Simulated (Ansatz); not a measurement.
**C₂H₇AlFN: one species, many methods**

One table from this session's results is given with a row withheld; the runs are named, their logs left out.

Program: Ansatz 0.2.0, Gaussian basis. Level of theory: functionals in def2-TZVPP, the program's frozen cores in correlated methods. These are calculated values, not measurements.

Plan: PBE-D4, r2SCAN-D4, PBE0-D4, B3LYP-D4, ωB97X-V, ωB97M-V, B2PLYP; CCSD(T)/def2-TZVPP; MP2/def2-QZVPP; extrapolation to the limit.

## The geometry

The geometry comes from an earlier relaxation with PBE0-D4 in a triple-zeta def2 set; it is a stationary point, not always the lowest conformer.

12 atoms, charge 0, spin multiplicity 1.

Atoms are counted from 1 here; the program's logs count them from 0.

Bond lengths: C1–N2 1.447 Å, C1–H6 1.092 Å, C1–H7 1.092 Å, C1–H8 1.092 Å, N2–Al3 2.018 Å, N2–C4 1.263 Å, Al3–F5 1.683 Å, Al3–H9 1.596 Å, Al3–H10 1.596 Å, C4–H11 1.087 Å, C4–H12 1.091 Å. Angles: N2–C1–H6 108.7°, N2–C1–H7 108.7°, N2–C1–H8 111.9°, H6–C1–H7 107.7°, H6–C1–H8 109.9°, H7–C1–H8 109.9°, C1–N2–Al3 118.6°, C1–N2–C4 120.8°, Al3–N2–C4 120.6°, N2–Al3–F5 97.0°, N2–Al3–H9 101.6°, N2–Al3–H10 101.6°, F5–Al3–H9 115.7°, F5–Al3–H10 115.7°, H9–Al3–H10 119.6°, N2–C4–H11 118.4°, N2–C4–H12 121.4°, H11–C4–H12 120.2°.

Set-up of the first run:

in.yaml

```yaml
crystal:
  periodic: [false, false, false]
  atoms:
    - {symbol: C, position_ang: [-0.921173, -0.039086, 1.160762]}
    - {symbol: N, position_ang: [-0.176764, -0.235484, -0.064523]}
    - {symbol: Al, position_ang: [1.376294, 0.991427, -0.459591]}
    - {symbol: C, position_ang: [-0.490800, -1.155472, -0.871431]}
    - {symbol: F, position_ang: [1.808881, 0.304596, -1.934195]}
    - {symbol: H, position_ang: [-0.234669, -0.127776, 2.005083]}
    - {symbol: H, position_ang: [-1.323949, 0.975693, 1.166359]}
    - {symbol: H, position_ang: [-1.733409, -0.762102, 1.264427]}
    - {symbol: H, position_ang: [0.651523, 2.410747, -0.543936]}
    - {symbol: H, position_ang: [2.353282, 0.676804, 0.762463]}
    - {symbol: H, position_ang: [0.094967, -1.267633, -1.779732]}
    - {symbol: H, position_ang: [-1.327283, -1.826812, -0.671587]}
basis:
  gaussian: {orbitals: def2-TZVPP}
hamiltonian: {xc: pbe, dispersion: d4}
output: {forces: true, orbitals: {seedname: orbitals}}
```

Started as:

```bash
$ ansatz run in.yaml --threads 4 --pin off --events-out ev --progress --plain --max-ram 10444MiB
```

Among the steps run: PBE-D4 (GGA); r2SCAN-D4 (meta-GGA); PBE0-D4 (hybrid); B3LYP-D4 (hybrid); ωB97X-V (range-separated); ωB97M-V (range-separated); B2PLYP (double hybrid); CCSD(T) in def2-TZVPP; MP2 in def2-QZVPP.

One table of the session follows, with a row left open; its other results are not shown here.

| method | atomisation energy (kJ/mol) |
| --- | --- |
| PBE-D4 | 4453.7 |
| r2SCAN-D4 | 4389.5 |
| PBE0-D4 | 4373.7 |
| B3LYP-D4 | 4402.1 |
| ωB97X-V | 4402.9 |
| ωB97M-V | 4402.4 |
| B2PLYP | 4354.4 |
| HF/def2-TZVPP | 3225.7 |
| MP2/def2-TZVPP | 4341.6 |
| CCSD/def2-TZVPP | 4229.6 |
| CCSD(T)/def2-TZVPP | 4288.5 |
| MP2/CBS | 4454.8 |
| CCSD(T)/CBS | ? |

Q: Estimate the row for CCSD(T)/CBS from the others.

**Answer.** atomisation energy (kJ/mol): 4401.7. In the column «atomisation energy (kJ/mol)» it lies between r2SCAN-D4 (4389.5) and B3LYP-D4 (4402.1).

Limits of these values: Free atoms (2 C, 1 N, 1 Al, 1 F, 7 H) were run apart at each level; the atomisation energy is their sum less the molecule, without zero-point or spin-orbit terms.
